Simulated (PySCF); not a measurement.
# C₂H₄GaO−: magnetic properties

One table from this session's results is given with a row withheld; the runs are named, their logs left out.

Computed with PySCF 2.14.0 and routines of our own; the level stands in each step. Atoms count from 0.

## The starting structure

8 atoms, charge -1, multiplicity 1; geometry from: PBE0-D3(BJ)/def2-SVP.

Set-up of the first run:

The job: settings as JSON, then the geometry in Å.

```
{"job": {"kind": "mag", "xc": "revPBE", "basis": "aug-pcSseg-1"}, "charge": -1, "multiplicity": 1}
C      0.483801    -1.465120    -0.165377
C     -0.055507    -0.220614    -0.205960
Ga    -1.831758    -1.131832    -0.232347
O     -0.353306    -2.498841    -0.164937
H      1.569396    -1.716561    -0.131446
H      0.531453     0.702443    -0.209774
H     -2.693220    -1.282729    -1.588533
H     -2.764712    -1.221239     1.081288
```

With the program's defaults for keys left out, this is: GIAO revPBE/aug-pcSseg-1 magnetisability, rotational g tensor and spin-rotation constants, non-relativistic, gas phase.

On the command line:

```bash
> OMP_NUM_THREADS=1 python excited_run.py task.json out
```

One launch serves the whole session: the jobs run in the order shown.

Among the steps run: Magnetic properties: GIAO revPBE/aug-pcSseg-1; Magnetic properties: GIAO HCTH407/aug-pcSseg-1; Magnetic properties: GIAO BHandHLYP/aug-pcSseg-1; Magnetic properties: GIAO BLYP/aug-pcSseg-1; Magnetic properties: GIAO B3LYP/aug-pcSseg-1; Magnetic properties: GIAO B97-2/aug-pcSseg-1.

One table of the session follows, with a row left open; its other results are not shown here.

```
                      level  gap (eV)
   GIAO revPBE/aug-pcSseg-1      2.37
  GIAO HCTH407/aug-pcSseg-1      2.59
GIAO BHandHLYP/aug-pcSseg-1         ?
     GIAO BLYP/aug-pcSseg-1      2.38
    GIAO B3LYP/aug-pcSseg-1      3.54
    GIAO B97-2/aug-pcSseg-1      3.67
```

Estimate the missing values for GIAO BHandHLYP/aug-pcSseg-1.

As computed: gap (eV): 5.01. In the column «gap (eV)» it is the highest.

Caveats from the session: For an ion, the motion of the centre of mass in the field is left out. Vibrational averaging and real surroundings are missing from these values.
